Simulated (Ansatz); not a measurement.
# C2H8S2Si: the cost of one run

The runs use Ansatz 0.2.0, Gaussian basis; functionals in def2-TZVPP, the program's frozen cores in correlated methods.

The runs, in order: PBE-D4, r2SCAN-D4, PBE0-D4, B3LYP-D4, ωB97X-V, ωB97M-V, B2PLYP; CCSD(T)/def2-TZVPP; MP2/def2-QZVPP; extrapolation to the limit.

## 1. The relaxed structure

All runs share one geometry, relaxed beforehand with PBE0-D4 in a triple-zeta def2 set.

SMILES `CSCS[SiH3]`, 13 atoms, charge 0, spin multiplicity 1.

Atoms are counted from 1 here; the program's logs count them from 0.

Bond lengths: C1–S2 1.794 Å, C1–H6 1.091 Å, C1–H7 1.090 Å, C1–H8 1.091 Å, S2–C3 1.791 Å, C3–S4 1.824 Å, C3–H9 1.091 Å, C3–H10 1.092 Å, S4–Si5 2.137 Å, Si5–H11 1.484 Å, Si5–H12 1.485 Å, Si5–H13 1.486 Å. Angles: S2–C1–H6 111.2°, S2–C1–H7 106.8°, S2–C1–H8 110.5°, H6–C1–H7 109.1°, H6–C1–H8 109.9°, H7–C1–H8 109.3°, C1–S2–C3 100.5°, S2–C3–S4 116.4°, S2–C3–H9 105.6°, S2–C3–H10 110.9°, S4–C3–H9 109.4°, S4–C3–H10 105.9°, H9–C3–H10 108.4°, C3–S4–Si5 100.0°, S4–Si5–H11 113.5°, S4–Si5–H12 110.7°, S4–Si5–H13 103.4°, H11–Si5–H12 110.0° and more.

## 2. PBE-D4 (GGA)

Input file in.yaml:

```yaml
crystal:
  periodic: [false, false, false]
  atoms:
    - {symbol: C, position_ang: [-1.840397, 0.633202, 0.541639]}
    - {symbol: S, position_ang: [-0.532196, -0.230594, 1.412972]}
    - {symbol: C, position_ang: [0.886991, 0.748880, 0.927379]}
    - {symbol: S, position_ang: [1.269076, 0.797064, -0.855047]}
    - {symbol: Si, position_ang: [1.038251, -1.270874, -1.340912]}
    - {symbol: H, position_ang: [-1.972532, 1.643883, 0.931061]}
    - {symbol: H, position_ang: [-2.756037, 0.064904, 0.705688]}
    - {symbol: H, position_ang: [-1.626066, 0.671441, -0.527391]}
    - {symbol: H, position_ang: [1.734079, 0.325780, 1.468751]}
    - {symbol: H, position_ang: [0.765398, 1.788842, 1.236165]}
    - {symbol: H, position_ang: [-0.377288, -1.691148, -1.486587]}
    - {symbol: H, position_ang: [1.721844, -2.125882, -0.337976]}
    - {symbol: H, position_ang: [1.709278, -1.390197, -2.661141]}
basis:
  gaussian: {orbitals: def2-TZVPP}
hamiltonian: {xc: pbe, dispersion: d4}
output: {forces: true, orbitals: {seedname: orbitals}}
```

The run is started by

```bash
$ ansatz run in.yaml --threads 4 --pin off --events-out ev --progress --plain --max-ram 10444MiB
```

Q: Estimate wall time and peak memory on 4 threads of Arm Neoverse V1, shared host.

About 4.3 s, with a peak of 0.5 GiB.
